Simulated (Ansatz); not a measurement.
## C₂H₆BrNSi, SMILES C[Si]1(Br)CN1: a ladder of methods at one geometry, step by step

With the Ansatz DFT code, driven from Python.

Contents of `c2h6brnsi.xyz`:
```text
11

C    -1.02890   -1.00850    0.74720
Si    0.45190   -0.05490    0.44370
Br    2.22680   -0.79350    1.39240
C     0.68110    1.41550   -0.64290
N     0.77960    0.08280   -1.23290
H    -1.28570   -1.06380    1.80280
H    -1.01860   -1.96880    0.31120
H    -1.90670   -0.44200    0.29110
H    -0.29130    1.96320   -0.84560
H     1.50200    2.00750   -0.50740
H    -0.04470   -0.19440   -1.73910
```

The cells in order, each with its output:

```python
from pathlib import Path

import ansatz as az
import numpy as np
```

```python
molecule = az.Crystal.molecule_from_extxyz("c2h6brnsi.xyz")
```

```python
job = molecule.calculation().basis(gaussian="def2-SVP")
```

```python
print("functional    E (Ha)        dipole (D)   HOMO (eV)  LUMO (eV)")
for name in ["b3lyp", "lc_wpbe", "revpbe", "r2scan0"]:
    data = job.functional(name).forces().orbitals().run(threads=1, backend="cpu", runs_dir="runs").report
    lines = Path(data["orbitals_path"]).read_text().splitlines()
    field_of = lambda key: [line.split("=")[1].strip() for line in lines if line.startswith(key)]
    orbitals = [(27.211386 * float(e), s, float(n)) for e, s, n in zip(field_of("Ene="), field_of("Spin="), field_of("Occup="))]
    homo = max(e for e, _, n in orbitals if n > 0.5)
    lumo = min(e for e, _, n in orbitals if n < 0.5)
    dipole = 4.803205 * np.linalg.norm(data["charge_distribution"]["dipole_moment_e_ang"])
    print(f"{name:10s} {data['free_energy_ev'] / 27.211386246:14.6f} {dipole:9.3f} {homo:11.3f} {lumo:10.3f}")
```

    functional    E (Ha)        dipole (D)   HOMO (eV)  LUMO (eV)
    b3lyp        -2997.760605     3.188      -6.001     -0.310
    lc_wpbe      -2997.190727     3.470      -8.916      2.042
    revpbe       -2997.394410     3.089      -4.982     -0.870
    r2scan0      -2997.587971     3.385      -6.453     -0.049

Total energies depend on the basis set; only differences at equal settings carry meaning. The geometry is a force-field or estimated start, not a minimum of this method, and the basis set is short of its limit. A lower total doesn't mark the better method: functionals have no common bound, and MP2 and coupled cluster aren't variational. b3lyp holds the VWN-RPA fit, as in Gaussian; the form of ORCA and Turbomole is b3lyp5. Levels such as HOMO and LUMO are orbital energies: with these approximate functionals they aren't the ionisation energy and electron affinity, and their gap isn't the fundamental gap. Finished in 33 s on 1 thread of Arm Neoverse V1, with other jobs on the host, peak memory 0.39 GiB.
